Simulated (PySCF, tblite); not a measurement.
# C₅H₆F₄O: geometry, infrared bands and NMR shifts

Aim: predict the infrared bands and NMR shifts of C₅H₆F₄O (`FC[C@@H]1O[C@@H](F)[C@H]1C(F)F`).

Programs: tblite 0.8.0 and PySCF 2.14.0, with density-fitted response routines of our own. Each step states its level of theory. These are calculated values for one molecule in the gas phase, unless marked as measured. Atoms count from 0, in the outputs and in this text.

**1. The molecule as given**

16 atoms, charge 0, multiplicity 1; geometry from: force field or distance geometry start.

Bonds of the start (Å): F0–C1 1.39, C1–C2 1.53, C2–O3 1.41, O3–C4 1.40, C4–F5 1.38, C4–C6 1.51, C6–C7 1.54, C7–F8 1.39, C7–F9 1.40, C6–C2 1.50, C1–H10 1.10, C1–H11 1.12, C2–H12 1.10, C4–H13 1.11, C6–H14 1.08, C7–H15 1.10.

**2. Geometry optimisation with GFN2-xTB**

Job settings and geometry (Å):

```
{"job": {"kind": "relax", "xc": "GFN2-xTB", "basis": "xTB"}, "charge": 0, "multiplicity": 1}
F     -2.293900    -0.931000    -0.639100
C     -1.887200    -0.570100     0.635000
C     -0.607900     0.273700     0.550800
O     -0.871100     1.440800    -0.192700
C      0.273400     1.204100    -0.965700
F      1.325700     2.004100    -0.560700
C      0.361200    -0.223500    -0.485700
C      1.742800    -0.490800     0.131700
F      1.640600    -1.451400     1.124200
F      2.593000    -0.933000    -0.883300
H     -2.667800     0.026600     1.132200
H     -1.654400    -1.482300     1.241500
H     -0.166000     0.449800     1.546600
H      0.045100     1.244700    -2.047500
H     -0.018700    -0.980100    -1.163400
H      2.177700     0.427500     0.564600
```

The run is started by

```console
> OMP_NUM_THREADS=1 python probes_run.py task.json out
```

The driver reads the jobs from task.json and runs them one after another.

**Question.** This job is followed by: GFN2-xTB harmonic vibrations, gas phase; GIAO PBE0/pcSseg-1 NMR shielding, non-relativistic, gas phase. Predict these results of the whole session: strongest single infrared mode (GFN2-xTB); zero-point energy (GFN2-xTB); 13C shifts against TMS (PBE0/pcSseg-1); 1H shifts against TMS (PBE0/pcSseg-1); 19F shifts against CFCl3 (PBE0/pcSseg-1); 17O shifts against H2O (PBE0/pcSseg-1).

**Answer**, as computed:

| quantity | value |
| --- | --- |
| strongest single infrared mode (GFN2-xTB) | 1051 cm⁻¹, 210 km/mol |
| zero-point energy (GFN2-xTB) | 68.2 kcal/mol |
| 13C shifts against TMS (PBE0/pcSseg-1) | 120.8, 113.3, 85.6, 81.0, 46.6 ppm |
| 1H shifts against TMS (PBE0/pcSseg-1) | 6.82, 6.17, 5.20, 4.76, 4.66, 3.67 ppm |
| 19F shifts against CFCl3 (PBE0/pcSseg-1) | -135.6, -142.4, -152.7, -261.0 ppm |
| 17O shifts against H2O (PBE0/pcSseg-1) | 113.6 ppm |

**Reading.** Over 57 steps the energy fell by 0.501 eV; of the close pairs, C7–F9 changed most, 1.396 to 1.350 Å. All 42 modes are real, so the xTB geometry is a minimum. Unscaled tight-binding wavenumbers are off by several per cent, some by more. Its intensities can rank the bands wrongly. The most deshielded hydrogen is H15 (hydrogen on an sp3 CH bonded to 2 F), at 6.82 ppm: its carbon carries F, an electronegative neighbour. At PBE0/pcSseg-1: Shielding is most anisotropic at F8 (span 201 ppm, paramagnetic term -150 ppm).
